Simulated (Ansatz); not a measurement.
# H3NSi: the cost of one run

Method: PBE0-D4/def2-TZVP structures, single points in def2-TZVPP, no counterpoise correction; program: Ansatz 0.2.0, Gaussian basis.

Levels: SPW92, PBE-D4, BLYP-D4, r2SCAN-D4, B97M-V, PBE0-D4, B3LYP-D4, r2SCAN0-D4, BHLYP-D4, CAM-B3LYP-D4, wB97X-V, wB97M-V, B2PLYP, PBE-QIDH, RPA on PBE, Hartree-Fock, MP2, CCSD, CCSD(T).

Correlated methods freeze the cores. B3LYP uses VWN-RPA correlation. B2PLYP carries no dispersion term here.

56 further runs of the same task are left out: 56 set aside as unsound or not needed.

### Step 1. Starting geometry

The complex: 13 atoms, charge 0, spin multiplicity 1.

Atoms are counted from 1 here; the program's logs count them from 0.

Bond lengths: Si1–N4 1.593 Å, Si1–H6 1.490 Å, Si1–H7 1.476 Å, C2–C3 1.518 Å, C2–H5 1.095 Å, C2–H8 1.093 Å, C2–H9 1.096 Å, C3–H10 1.093 Å, C3–H11 1.092 Å, C3–H12 1.092 Å, N4–H13 1.012 Å. Angles: N4–Si1–H6 129.5°, N4–Si1–H7 118.1°, H6–Si1–H7 112.4°, C3–C2–H5 111.4°, C3–C2–H8 112.0°, C3–C2–H9 111.4°, H5–C2–H8 106.9°, H5–C2–H9 108.3°, H8–C2–H9 106.6°, C2–C3–H10 111.1°, C2–C3–H11 111.2°, C2–C3–H12 111.1°, H10–C3–H11 107.9°, H10–C3–H12 107.8°, H11–C3–H12 107.6°, Si1–N4–H13 121.0°.

Geometry (Å):

```xyz
13

Si   -1.83903    0.49871    1.10640
C     1.08430   -0.87177    0.11364
C     1.14488   -0.23272   -1.26160
N    -1.86295    1.65017    0.00587
H     1.10946   -0.11745    0.90641
H    -1.29968    0.52579    2.49476
H    -2.46138   -0.79716    0.77005
H     1.92651   -1.54573    0.28984
H     0.17403   -1.46878    0.23669
H     0.29772    0.43838   -1.42139
H     1.12672   -0.98917   -2.04946
H     2.06082    0.34983   -1.38457
H    -1.46139    2.55980    0.19346
```

Its parts: SiNH3 holds atoms 1, 4, 6, 7, 13; C2H6 holds atoms 2, 3, 5, 8, 9, 10, 11, 12. Each part counts its atoms afresh in its own runs.

### Step 2. Relaxing SiNH3 alone

Input file relax-a/in.yaml:

```yaml
crystal:
  periodic: [false, false, false]
  atoms:
    - {symbol: Si, position_ang: [-1.839034, 0.498710, 1.106402]}
    - {symbol: N, position_ang: [-1.862953, 1.650170, 0.005872]}
    - {symbol: H, position_ang: [-1.299682, 0.525791, 2.494755]}
    - {symbol: H, position_ang: [-2.461385, -0.797164, 0.770048]}
    - {symbol: H, position_ang: [-1.461391, 2.559804, 0.193464]}
basis:
  gaussian: {orbitals: def2-TZVP}
hamiltonian: {xc: pbe0, dispersion: d4}
relax: {f_tol: 0.005, max_steps: 200}
```

Launch:

```console
> ansatz run in.yaml --threads 4 --pin off --events-out ev --progress --plain --max-ram 9574MiB
```

**Question.** How long does this run take on 4 threads of Arm Neoverse V2, shared host?

About 2.4 s.
